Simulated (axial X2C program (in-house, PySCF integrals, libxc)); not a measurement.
# IY: bond curves with and without spin–orbit coupling

Aim: find the lowest determinant of IY, scan the bond at several levels and fit the constants, once spin-free and once with spin–orbit coupling.

Program: an in-house X2C program for linear molecules on PySCF integrals. Level of theory: all-electron X2C, I dyall-cv3z, Y dyall-cv3z. These are calculated values, not measurements.

## Step 1: Input

Contents of task.json:

```json
{"zs": [53, 39], "q": 0, "bas": ["dyall-cv3z", "dyall-cv3z"], "levels": ["PBE0", "HF", "BP86"], "cc": true, "r0": 2.96, "thr": -1.0, "nmax": 90, "npts": 10, "nst": 2, "ntry": 6}
```

Keys: zs atomic numbers; q charge; bas basis sets; levels methods (HF also brings MP2); cc coupled cluster on or off; r0 starting distance in Å; thr threshold in hartree for freezing inner shells (an s shell follows its p shell); nmax most natural virtual spinors; npts points asked for on the curve; nst determinants followed; ntry starts of the search.

On the command line:

```
> python so2c.py task.json out
```

Spin-free means the one-electron spin-free X2C Hamiltonian; two-component (2c) means X2C with spin–orbit coupling and atomic mean-field two-electron Coulomb and Gaunt terms. Basis: I dyall-cv3z contracted to [11s12p8d4f1g], Y dyall-cv3z contracted to [11s12p9d6f3g]; Gaussian nuclei, density fitting. Masses: I 126.904 u, Y 88.906 u.

Notation: σ, π±, δ± give the projection m of an orbital's angular momentum (0, ±1, ±2), α and β its spin, Λ and M_S the sums; ω is the projection of a spinor's total angular momentum and Ω the sum. Logs are in hartree.

The runs that follow: PBE0, spin-free; HF, spin-free; BP86, spin-free; MP2 and beyond, spin-free; A higher determinant, spin-free; PBE0, 2c; HF, 2c; BP86, 2c; Correlated methods, 2c; A higher determinant, 2c.

Q: Predict the outcome of this session. Wanted: for each run, Hamiltonian; Re; ωe; De; μ.

As calculated:

Lowest determinant found, spin-free: M_S = 0, Λ = 0 (closed shell).

Lowest determinant found, 2c: Ω = 0 (closed shell).

```json
{"Hamiltonian": "spin-free", "level": "PBE0", "Re (Å)": "2.760", "ωe (cm⁻¹)": "215.5", "De (eV)": "3.93", "μ (D)": "2.59"}
{"Hamiltonian": "spin-free", "level": "HF", "Re (Å)": "2.861", "ωe (cm⁻¹)": "199.7", "De (eV)": "3.06", "μ (D)": "3.16"}
{"Hamiltonian": "spin-free", "level": "MP2", "Re (Å)": "2.823", "ωe (cm⁻¹)": "208.4", "De (eV)": "4.10", "μ (D)": "n/a"}
{"Hamiltonian": "spin-free", "level": "CCSD", "Re (Å)": "2.836", "ωe (cm⁻¹)": "206.8", "De (eV)": "3.97", "μ (D)": "n/a"}
{"Hamiltonian": "spin-free", "level": "CCSD(T)", "Re (Å)": "2.832", "ωe (cm⁻¹)": "207.8", "De (eV)": "4.06", "μ (D)": "n/a"}
{"Hamiltonian": "spin-free", "level": "BP86", "Re (Å)": "2.766", "ωe (cm⁻¹)": "210.8", "De (eV)": "3.96", "μ (D)": "2.33"}
{"Hamiltonian": "2c", "level": "PBE0", "Re (Å)": "2.762", "ωe (cm⁻¹)": "214.6", "De (eV)": "3.67", "μ (D)": "2.55"}
{"Hamiltonian": "2c", "level": "HF", "Re (Å)": "2.862", "ωe (cm⁻¹)": "199.1", "De (eV)": "2.74", "μ (D)": "3.14"}
{"Hamiltonian": "2c", "level": "MP2", "Re (Å)": "2.824", "ωe (cm⁻¹)": "207.9", "De (eV)": "3.80", "μ (D)": "n/a"}
{"Hamiltonian": "2c", "level": "CCSD", "Re (Å)": "2.838", "ωe (cm⁻¹)": "206.2", "De (eV)": "3.66", "μ (D)": "n/a"}
{"Hamiltonian": "2c", "level": "CCSD(T)", "Re (Å)": "2.833", "ωe (cm⁻¹)": "207.2", "De (eV)": "3.75", "μ (D)": "n/a"}
{"Hamiltonian": "2c", "level": "BP86", "Re (Å)": "2.768", "ωe (cm⁻¹)": "209.6", "De (eV)": "3.68", "μ (D)": "2.29"}
```

Dipoles are positive if Y is the positive end.

What this shows: At CCSD(T), going from spin-free to two-component changes Re by +2 mÅ, ωe by -0.3 % and De by -0.30 eV, so spin–orbit coupling matters for this bond. The bond energy falls because the coupling lowers the separated atoms more than the molecule.

De refers to I + Y. Each curve is one determinant whose occupation by symmetry is held fixed; it was picked as the lowest of a PBE0 search that is not exhaustive. Closed shells are restricted here (equal orbitals for both partners); the stretched side of such a curve lies too high. De is counted from the lowest determinant-based energies of the atoms at the same level, without counterpoise correction. CCSD and (T) use frozen natural virtuals with an MP2 correction for the truncation. With the outer-core shells frozen, correlated bond lengths of heavy atoms tend to come out a few hundredths of an ångström too long.
